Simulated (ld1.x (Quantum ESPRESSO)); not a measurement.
# W, PAW: a sweep of the scale of all radii

Aim: generate and test one potential in full, then change the scale of all radii and see what happens to hardness, ghosts and transferability.

Method: ld1.x (Quantum ESPRESSO) 7.5, PBE, scalar-relativistic.

### Step 1. The design

Typed settings, in words:

```json
{
  "element": "tungsten (W, Z = 74)",
  "type": "PAW",
  "frozen core": "[Kr] 4d10",
  "valence charge": "28",
  "reference configuration": "4f14 5s2 5p6 5d4 6s2 6p0",
  "partial waves": "5s (bound): rcut 1.35, rcutus 1.45 bohr; 6s (bound): rcut 1.35, rcutus 1.45 bohr; 5p (bound): rcut 1.65, rcutus 1.70 bohr; 6p (bound, empty): rcut 1.65, rcutus 1.70 bohr; 5d (bound): rcut 1.75, rcutus 2.40 bohr; 5d channel at 1.15 Ry: rcut 1.75, rcutus 2.40 bohr; 4f (bound): rcut 0.65, rcutus 0.85 bohr; 4f channel at 0.75 Ry: rcut 0.65, rcutus 0.85 bohr",
  "local potential": "all-electron potential smoothed inside 2.25 bohr (lloc = -1)",
  "core correction": "Bessel-smoothed model core, default radius (core density twice the valence density)",
  "augmentation charge": "PSQ, inside the norm-conserving radii"
}
```

The outer shells as boxes (Hund's rule for the drawing; the calculation is spin-unpolarised):

```
[Kr] core
4d [↑↓][↑↓][↑↓][↑↓][↑↓]
4f [↑↓][↑↓][↑↓][↑↓][↑↓][↑↓][↑↓]
5s [↑↓]
5p [↑↓][↑↓][↑↓]
5d [↑ ][↑ ][↑ ][↑ ][  ]
6s [↑↓]
6p [  ][  ][  ]
```

### Step 2. The first potential

Contents of W.in:

```
 &input
   title='W', zed=74., rel=1, dft='PBE', iswitch=3,
   config='[Xe] 4f14 5d4 6s2 6p0',
   nld=4, rlderiv=2.60, eminld=-8.0, emaxld=5.0, deld=0.04
 /
 &inputp
   pseudotype=3, lpaw=.true., tm=.true., lloc=-1, rcloc=2.25,
   nlcc=.true., new_core_ps=.true.,
   which_augfun='PSQ', rmatch_augfun_nc=.true.,
   file_pseudopw='W.UPF', file_wfcaegen='ae.wfc', file_wfcncgen='nc.wfc', file_beta='beta', file_chi='chi', file_wfcusgen='us.wfc'
 /
8
5S  1  0   2.00   0.00  1.35  1.45  0.0
6S  2  0   2.00   0.00  1.35  1.45  0.0
5P  2  1   6.00   0.00  1.65  1.70  0.0
6P  3  1   0.00   0.00  1.65  1.70  0.0
5D  3  2   4.00   0.00  1.75  2.40  0.0
5D  3  2   0.00   1.15  1.75  2.40  0.0
4F  4  3  14.00   0.00  0.65  0.85  0.0
4F  4  3   0.00   0.75  0.65  0.85  0.0
 &test
   configts(1)='4f14 5s2 5p6 5d4 6s2 6p0'
 /
```

Run with:

```sh
$ ld1.x < W.in > W.out
```

What the program wrote to W.out (without the banner and most projector matrices):

```text
     Program LD1 v.7.5
     --------------------------- All-electron run ----------------------------

     W
     scalar relativistic calculation

     atomic number is 74.00
     dft =PBE   lsd =0 sic =0 latt =0  beta=0.20 tr2=1.0E-14
     Exchange-correlation= PBE
                           (   1   4   3   4   0   0   0)
     mesh =1273 r(mesh) =  99.08072 a.u. xmin = -7.00 dx = 0.01250
     1 Ry =  13.60569312 eV, c = 137.03599908

     n l     nl                  e(Ry)          e(Ha)          e(eV)
     1 0     1S 1( 2.00)     -5108.0325     -2554.0163    -69498.3227
     2 0     2S 1( 2.00)      -881.6250      -440.8125    -11995.1197
     2 1     2P 1( 6.00)      -770.9375      -385.4687    -10489.1389
     3 0     3S 1( 2.00)      -203.0444      -101.5222     -2762.5605
     3 1     3P 1( 6.00)      -170.2715       -85.1358     -2316.6624
     4 0     4S 1( 2.00)       -41.8880       -20.9440      -569.9155
     4 1     4P 1( 6.00)       -31.1402       -15.5701      -423.6836
     3 2     3D 1(10.00)      -132.6048       -66.3024     -1804.1802
     5 0     5S 1( 2.00)        -5.8117        -2.9059       -79.0726
     5 1     5P 1( 6.00)        -3.1753        -1.5876       -43.2016
     4 2     4D 1(10.00)       -17.5243        -8.7621      -238.4301
     4 3     4F 1(14.00)        -2.4407        -1.2203       -33.2069
     5 2     5D 1( 4.00)        -0.3293        -0.1646        -4.4800
     6 0     6S 1( 2.00)        -0.4199        -0.2099        -5.7127
     6 1     6P 1( 0.00)        -0.1001        -0.0500        -1.3613

     final scf error:  6.9E-15 reached in  30 iterations

     Etot =  -32285.036163 Ry,  -16142.518081 Ha, -439260.294494 eV

     Ekin =   35580.599384 Ry,   17790.299692 Ha,  484098.716355 eV
     Encl =  -79832.739882 Ry,  -39916.369941 Ha,-1086179.759999 eV
     Eh   =   12612.479938 Ry,    6306.239969 Ha,  171601.531560 eV
     Exc  =    -645.375604 Ry,    -322.687802 Ha,   -8780.782411 eV

     normalization and overlap integrals

     s(1S/1S) =  1.000000  <r> =   0.0183  <r2> =    0.0005  r(max) =   0.0115
     s(2S/2S) =  1.000000  <r> =   0.0776  <r2> =    0.0071  r(max) =   0.0653
     s(2P/2P) =  1.000000  <r> =   0.0694  <r2> =    0.0059  r(max) =   0.0541
     s(3S/3S) =  1.000000  <r> =   0.2010  <r2> =    0.0462  r(max) =   0.1842
     s(3P/3P) =  1.000000  <r> =   0.2013  <r2> =    0.0470  r(max) =   0.1842
     s(4S/4S) =  1.000000  <r> =   0.4495  <r2> =    0.2281  r(max) =   0.4204
     s(4P/4P) =  1.000000  <r> =   0.4780  <r2> =    0.2599  r(max) =   0.4419
     s(3D/3D) =  1.000000  <r> =   0.1824  <r2> =    0.0390  r(max) =   0.1490
     s(5S/5S) =  1.000000  <r> =   1.0670  <r2> =    1.2795  r(max) =   0.9593
     s(5P/5P) =  1.000000  <r> =   1.2493  <r2> =    1.7716  r(max) =   1.0870
     s(4D/4D) =  1.000000  <r> =   0.5113  <r2> =    0.3030  r(max) =   0.4531
     s(4F/4F) =  1.000000  <r> =   0.6078  <r2> =    0.4644  r(max) =   0.4310
     s(5D/5D) =  1.000000  <r> =   2.0741  <r2> =    5.2814  r(max) =   1.4858
     s(6S/6S) =  1.000000  <r> =   3.1762  <r2> =   11.5366  r(max) =   2.6736
     s(6P/6P) =  1.000000  <r> =   4.8422  <r2> =   27.6044  r(max) =   3.7469

     ------------------------ End of All-electron run ------------------------

     --------------------- Generating PAW atomic setup --------------------

      Generating local potential from pseudized AE potential:
      Matching radius rcloc =   2.2500

      Local pseudo, rcloc= 2.273 Estimated cut-off energy=     4.82 Ry

      Computing core charge for nlcc:

       r > 0.32 : true rho core
      Core charge pseudized with two Bessel functions
      Integrated core pseudo-charge :  29.35
      Wfc-us  5S rcutus= 1.449  Estimated cut-off energy=    25.12 Ry
      Wfc-us  6S rcutus= 1.449  Estimated cut-off energy=    46.52 Ry
      Wfc-us  5P rcutus= 1.684  Estimated cut-off energy=    29.32 Ry
      Wfc-us  6P rcutus= 1.684  Estimated cut-off energy=    49.37 Ry
      Wfc-us  5D rcutus= 2.389  Estimated cut-off energy=    20.27 Ry
      Wfc-us  5D rcutus= 2.389  Estimated cut-off energy=    34.43 Ry
      Wfc-us  4F rcutus= 0.857  Estimated cut-off energy=   216.17 Ry
      Wfc-us  4F rcutus= 0.857  Estimated cut-off energy=   265.33 Ry

     Required augmentation: PSQ   radius:    2.400000

     Q pseudized with Bessel functions
     Expected ecutrho=    1335.8941 due to l1=  3   l2=  3

     Estimated PAW energy =-1308.971813 Ryd

     The PAW screened D coefficients
     1.73299     0.66426     0.00000     0.00000     0.00000     0.00000
     0.00000     0.00000
     0.66426     0.17805     0.00000     0.00000     0.00000     0.00000
     0.00000     0.00000
     0.00000     0.00000    -1.69403    -0.30430     0.00000     0.00000
     0.00000     0.00000
     0.00000     0.00000    -0.30430    -0.09431     0.00000     0.00000
     0.00000     0.00000
     0.00000     0.00000     0.00000     0.00000    -0.46585    -0.31652
     0.00000     0.00000
     0.00000     0.00000     0.00000     0.00000    -0.31652    -0.61153
     0.00000     0.00000
     0.00000     0.00000     0.00000     0.00000     0.00000     0.00000
   -17.96590    -8.57433
     0.00000     0.00000     0.00000     0.00000     0.00000     0.00000
    -8.57433    -5.25544

     The PAW descreened D coefficients (US)
    -5.30128    -1.69707     0.00000     0.00000     0.00000     0.00000
     0.00000     0.00000
    -1.69707    -0.47896     0.00000     0.00000     0.00000     0.00000
     0.00000     0.00000
     0.00000     0.00000    -2.90700    -1.13437     0.00000     0.00000
     0.00000     0.00000
     0.00000     0.00000    -1.13437    -0.31598     0.00000     0.00000
     0.00000     0.00000
     0.00000     0.00000     0.00000     0.00000    -0.54176     0.09202
     0.00000     0.00000
     0.00000     0.00000     0.00000     0.00000     0.09202    -0.41923
     0.00000     0.00000
     0.00000     0.00000     0.00000     0.00000     0.00000     0.00000
   -14.99572    -6.74392
     0.00000     0.00000     0.00000     0.00000     0.00000     0.00000
    -6.74392    -4.12100

     ------------------- End of pseudopotential generation -------------------

     [... the all-electron block is printed once more ...]


     Computing logarithmic derivative in   2.59142
     Computing logarithmic derivative in   2.59142
     Computing the partial wave expansion
     R is outside the sphere for l=    0 j= 0.00
     R is outside the sphere for l=    0 j= 0.00
     R is outside the sphere for l=    1 j= 0.00
     R is outside the sphere for l=    1 j= 0.00
     R is outside the sphere for l=    2 j= 0.00
     R is outside the sphere for l=    2 j= 0.00
     R is outside the sphere for l=    3 j= 0.00
     R is outside the sphere for l=    3 j= 0.00

     ---------------------- Testing the pseudopotential ----------------------

     W
     scalar relativistic calculation

     atomic number is 74.00   valence charge is 28.00
     dft = SLA  PW   PBX  PBC   lsd =0 sic =0 latt =0  beta=0.20 tr2=1.0E-14
     mesh =1273 r(mesh) =  99.08072 xmin = -7.00 dx = 0.01250

     n l     nl             e AE (Ry)        e PS (Ry)    De AE-PS (Ry)
     4 3     4F   1(14.00)       -2.44067       -2.44061       -0.00006
     1 0     5S   1( 2.00)       -5.81173       -5.81170       -0.00004
     2 1     5P   1( 6.00)       -3.17526       -3.17523       -0.00003
     3 2     5D   1( 4.00)       -0.32927       -0.32926       -0.00001
     2 0     6S   1( 2.00)       -0.41988       -0.41987       -0.00000
     3 1     6P   1( 0.00)       -0.10005       -0.10005       -0.00000

     eps = 4.7E-15  iter =  6

     Etot =  -32285.036163 Ry,  -16142.518081 Ha, -439260.294494 eV
     Etotps = -1308.971815 Ry,    -654.485907 Ha,  -17809.468817 eV

     Ekin =    1281.497390 Ry,     640.748695 Ha,   17435.660220 eV
     Encl =   -2642.121893 Ry,   -1321.060946 Ha,  -35947.899665 eV
     Ehrt =     697.028405 Ry,     348.514203 Ha,    9483.554581 eV
     Ecxc =    -645.375717 Ry,    -322.687858 Ha,   -8780.783953 eV
     (Ecc =    -158.618485 Ry,     -79.309242 Ha,   -2158.114426 eV)

     ---------------------- End of pseudopotential test ----------------------
```

Run time: 3.5 s. Hardware: 1 thread, shared host. (Generation and the later configuration tests together.)

All-electron and pseudo partial waves u(r) = r·R(r), from the program's wave files:

| r (bohr) | 6s AE | 6s PS |
| --- | --- | --- |
| 0.120 | -0.0996 | -0.1410 |
| 0.240 | 0.0369 | -0.2667 |
| 0.360 | 0.1859 | -0.3642 |
| 0.480 | 0.0611 | -0.4247 |
| 0.600 | -0.1303 | -0.4444 |
| 0.720 | -0.2596 | -0.4246 |
| 0.840 | -0.2995 | -0.3702 |
| 0.960 | -0.2658 | -0.2887 |
| 1.080 | -0.1841 | -0.1882 |
| 1.200 | -0.0771 | -0.0767 |
| 1.320 | 0.0383 | 0.0386 |
| 1.440 | 0.1510 | 0.1510 |
| 1.560 | 0.2546 | 0.2546 |
| 1.680 | 0.3455 | 0.3455 |
| 1.800 | 0.4225 | 0.4225 |
| 1.920 | 0.4858 | 0.4858 |
| 2.040 | 0.5362 | 0.5362 |
| 2.160 | 0.5747 | 0.5747 |
| 2.280 | 0.6026 | 0.6026 |
| 2.400 | 0.6213 | 0.6213 |
| 2.520 | 0.6320 | 0.6320 |
| 2.640 | 0.6360 | 0.6360 |
| 2.760 | 0.6340 | 0.6340 |
| 2.880 | 0.6274 | 0.6274 |
| 3.000 | 0.6166 | 0.6166 |
| 3.120 | 0.6027 | 0.6027 |

### Step 3. Transferability test

Contents of W.test.in:

```
 &input
   title='W', zed=74., rel=1, dft='PBE', iswitch=2,
   config='[Xe] 4f14 5d4 6s2 6p0'
 /
 &test
   file_pseudo='W.UPF', nconf=8,
   configts(1)='4f14 5s2 5p6 5d4 6s2 6p0',
   configts(2)='4f14 5s2 5p6 5d4 6s1 6p0',
   configts(3)='4f14 5s2 5p6 5d4 6s0 6p0',
   configts(4)='4f14 5s2 5p6 5d3 6s0 6p0',
   configts(5)='4f13 5s2 5p6 5d4 6s2 6p0',
   configts(6)='4f14 5s2 5p6 5d2 6s0 6p0',
   configts(7)='4f14 5s2 5p6 5d3 6s2 6p1',
   configts(8)='4f14 5s2 5p6 5d4 6s0 6p1'
 /
```

Run with:

```sh
$ ld1.x < W.test.in > W.test.out
```

W.test.out, the pseudopotential blocks, each with the warnings that came before it:

```text
     ---------------------- Testing the pseudopotential ----------------------

     W
     scalar relativistic calculation

     atomic number is 74.00   valence charge is 28.00
     dft =SLA  PW   PBX  PBC   lsd =0 sic =0 latt =0  beta=0.20 tr2=1.0E-14
     mesh =1273 r(mesh) =  99.08072 xmin = -7.00 dx = 0.01250

     n l     nl             e AE (Ry)        e PS (Ry)    De AE-PS (Ry)
     4 3     4F   1(14.00)       -2.44067       -2.44061       -0.00006
     1 0     5S   1( 2.00)       -5.81173       -5.81170       -0.00004
     2 1     5P   1( 6.00)       -3.17526       -3.17523       -0.00003
     3 2     5D   1( 4.00)       -0.32927       -0.32926       -0.00001
     2 0     6S   1( 2.00)       -0.41988       -0.41987       -0.00000
     3 1     6P   1( 0.00)       -0.10005       -0.10005       -0.00000

     eps = 5.3E-15  iter =  6

     Etot =  -32285.036163 Ry,  -16142.518081 Ha, -439260.294495 eV
     Etotps = -1308.971815 Ry,    -654.485907 Ha,  -17809.468820 eV

     Ekin =    1281.497390 Ry,     640.748695 Ha,   17435.660222 eV
     Encl =   -2642.121893 Ry,   -1321.060947 Ha,  -35947.899672 eV
     Ehrt =     697.028406 Ry,     348.514203 Ha,    9483.554583 eV
     Ecxc =    -645.375717 Ry,    -322.687858 Ha,   -8780.783954 eV
     (Ecc =    -158.618485 Ry,     -79.309242 Ha,   -2158.114426 eV)

     ---------------------- End of pseudopotential test ----------------------

     ---------------------- Testing the pseudopotential ----------------------

     W
     [...]
     n l     nl             e AE (Ry)        e PS (Ry)    De AE-PS (Ry)
     4 3     4F   1(14.00)       -2.99068       -2.98997       -0.00071
     1 0     5S   1( 2.00)       -6.36222       -6.36197       -0.00025
     2 1     5P   1( 6.00)       -3.72754       -3.72734       -0.00019
     3 2     5D   1( 4.00)       -0.86192       -0.86187       -0.00005
     2 0     6S   1( 1.00)       -0.89530       -0.89527       -0.00003
     3 1     6P   1( 0.00)       -0.50053       -0.50052       -0.00001

     eps = 2.3E-15  iter = 16

     Etot =  -32284.383265 Ry,  -16142.191633 Ha, -439251.411371 eV
     Etotps = -1308.318698 Ry,    -654.159349 Ha,  -17800.582718 eV
     dEtot_ae =       0.652898 Ry
     dEtot_ps =       0.653116 Ry,   Delta E=      -0.000219 Ry

     [...]
     ---------------------- End of pseudopotential test ----------------------

     Warning: n=4, l=3 expected 0 nodes, found 1
     ---------------------- Testing the pseudopotential ----------------------

     W
     [...]
     n l     nl             e AE (Ry)        e PS (Ry)    De AE-PS (Ry)
     4 3     4F   1(14.00)       -3.62288       -3.62232       -0.00056
     1 0     5S   1( 2.00)       -6.99354       -6.99334       -0.00020
     2 1     5P   1( 6.00)       -4.35840       -4.35826       -0.00014
     3 2     5D   1( 4.00)       -1.46122       -1.46118       -0.00004
     2 0     6S   1( 0.00)       -1.41739       -1.41744        0.00005
     3 1     6P   1( 0.00)       -0.95514       -0.95514        0.00000

     eps = 9.9E-16  iter = 14

     Etot =  -32283.230847 Ry,  -16141.615423 Ha, -439235.731921 eV
     Etotps = -1307.165910 Ry,    -653.582955 Ha,  -17784.898238 eV
     dEtot_ae =       1.805316 Ry
     dEtot_ps =       1.805904 Ry,   Delta E=      -0.000589 Ry

     [...]
     ---------------------- End of pseudopotential test ----------------------

     ---------------------- Testing the pseudopotential ----------------------

     W
     [...]
     n l     nl             e AE (Ry)        e PS (Ry)    De AE-PS (Ry)
     4 3     4F   1(14.00)       -4.57592       -4.57776        0.00185
     1 0     5S   1( 2.00)       -7.93503       -7.93532        0.00030
     2 1     5P   1( 6.00)       -5.27905       -5.27921        0.00016
     3 2     5D   1( 3.00)       -2.28639       -2.28625       -0.00014
     2 0     6S   1( 0.00)       -2.08186       -2.08212        0.00026
     3 1     6P   1( 0.00)       -1.53018       -1.53010       -0.00007

     eps = 5.7E-15  iter = 17

     Etot =  -32281.365306 Ry,  -16140.682653 Ha, -439210.349951 eV
     Etotps = -1305.300204 Ry,    -652.650102 Ha,  -17759.514009 eV
     dEtot_ae =       3.670856 Ry
     dEtot_ps =       3.671611 Ry,   Delta E=      -0.000755 Ry

     [...]
     ---------------------- End of pseudopotential test ----------------------

     Warning: n=1, l=0 expected 0 nodes, found 1
     Warning: n=2, l=1 expected 0 nodes, found 1
     ---------------------- Testing the pseudopotential ----------------------

     W
     [...]
     n l     nl             e AE (Ry)        e PS (Ry)    De AE-PS (Ry)
     4 3     4F   1(13.00)       -3.88534       -3.89737        0.01203  !
     1 0     5S   1( 2.00)       -6.88211       -6.88567        0.00356
     2 1     5P   1( 6.00)       -4.15563       -4.15433       -0.00130
     3 2     5D   1( 4.00)       -1.09855       -1.09789       -0.00066
     2 0     6S   1( 2.00)       -0.99181       -0.99312        0.00131
     3 1     6P   1( 0.00)       -0.55333       -0.55320       -0.00013

     eps = 3.0E-15  iter = 15

     Etot =  -32281.890695 Ry,  -16140.945347 Ha, -439217.498222 eV
     Etotps = -1305.823374 Ry,    -652.911687 Ha,  -17766.632095 eV
     dEtot_ae =       3.145468 Ry
     dEtot_ps =       3.148441 Ry,   Delta E=      -0.002973 Ry

     [...]
     ---------------------- End of pseudopotential test ----------------------

     ---------------------- Testing the pseudopotential ----------------------

     W
     [...]
     n l     nl             e AE (Ry)        e PS (Ry)    De AE-PS (Ry)
     4 3     4F   1(14.00)       -5.63867       -5.64317        0.00450
     1 0     5S   1( 2.00)       -8.97695       -8.97799        0.00103
     2 1     5P   1( 6.00)       -6.29280       -6.29341        0.00061
     3 2     5D   1( 2.00)       -3.19760       -3.19754       -0.00005
     2 0     6S   1( 0.00)       -2.80919       -2.81021        0.00103
     3 1     6P   1( 0.00)       -2.17107       -2.17096       -0.00010

     eps = 3.3E-15  iter = 16

     Etot =  -32278.630320 Ry,  -16139.315160 Ha, -439173.138561 eV
     Etotps = -1302.564754 Ry,    -651.282377 Ha,  -17722.296320 eV
     dEtot_ae =       6.405843 Ry
     dEtot_ps =       6.407061 Ry,   Delta E=      -0.001218 Ry

     [...]
     ---------------------- End of pseudopotential test ----------------------

     ---------------------- Testing the pseudopotential ----------------------

     W
     [...]
     n l     nl             e AE (Ry)        e PS (Ry)    De AE-PS (Ry)
     4 3     4F   1(14.00)       -2.73595       -2.73652        0.00057
     1 0     5S   1( 2.00)       -6.10223       -6.10228        0.00004
     2 1     5P   1( 6.00)       -3.45229       -3.45225       -0.00004
     3 2     5D   1( 3.00)       -0.53871       -0.53856       -0.00016
     2 0     6S   1( 2.00)       -0.54475       -0.54472       -0.00004
     3 1     6P   1( 1.00)       -0.17498       -0.17495       -0.00002

     eps = 6.7E-15  iter = 19

     Etot =  -32284.740861 Ry,  -16142.370430 Ha, -439256.276707 eV
     Etotps = -1308.676799 Ry,    -654.338400 Ha,  -17805.454929 eV
     dEtot_ae =       0.295302 Ry
     dEtot_ps =       0.295016 Ry,   Delta E=       0.000286 Ry

     [...]
     ---------------------- End of pseudopotential test ----------------------

     ---------------------- Testing the pseudopotential ----------------------

     W
     [...]
     n l     nl             e AE (Ry)        e PS (Ry)    De AE-PS (Ry)
     4 3     4F   1(14.00)       -3.10031       -3.09921       -0.00109
     1 0     5S   1( 2.00)       -6.47204       -6.47183       -0.00021
     2 1     5P   1( 6.00)       -3.83659       -3.83644       -0.00015
     3 2     5D   1( 4.00)       -0.95514       -0.95513       -0.00001
     2 0     6S   1( 0.00)       -0.96177       -0.96178        0.00000
     3 1     6P   1( 1.00)       -0.55469       -0.55469       -0.00000

     eps = 8.1E-15  iter = 14

     Etot =  -32283.982473 Ry,  -16141.991236 Ha, -439245.958312 eV
     Etotps = -1307.917834 Ry,    -653.958917 Ha,  -17795.128678 eV
     dEtot_ae =       1.053690 Ry
     dEtot_ps =       1.053981 Ry,   Delta E=      -0.000291 Ry

     [...]
     ---------------------- End of pseudopotential test ----------------------
```

The tests as a table, with energies relative to 4f14 5s2 5p6 5d4 6s2 6p0. A star marks tests that logged a warning. The frozen-core shift comes from a second all-electron run, not shown, with the core orbitals held at their reference shape; it is that run's ΔE less the relaxed one.

| valence configuration | charge | ΔE all-electron (eV) | error AE − PS (meV) | frozen-core shift (meV) |
| --- | --- | --- | --- | --- |
| 4f14 5s2 5p6 5d4 6s1 6p0 | +1 | 8.883 | -3.0 | +2.9 |
| 4f14 5s2 5p6 5d4 6s0 6p0 * | +2 | 24.563 | -8.0 | +7.7 |
| 4f14 5s2 5p6 5d3 6s0 6p0 | +3 | 49.945 | -10 | +9.6 |
| 4f13 5s2 5p6 5d4 6s2 6p0 * | +1 | 42.796 | -40 | +111 |
| 4f14 5s2 5p6 5d2 6s0 6p0 | +4 | 87.156 | -17 | +15 |
| 4f14 5s2 5p6 5d3 6s2 6p1 | 0 | 4.018 | +3.9 | -3.9 |
| 4f14 5s2 5p6 5d4 6s0 6p1 | +1 | 14.336 | -4.0 | +3.9 |

[end of part 1 of 2]
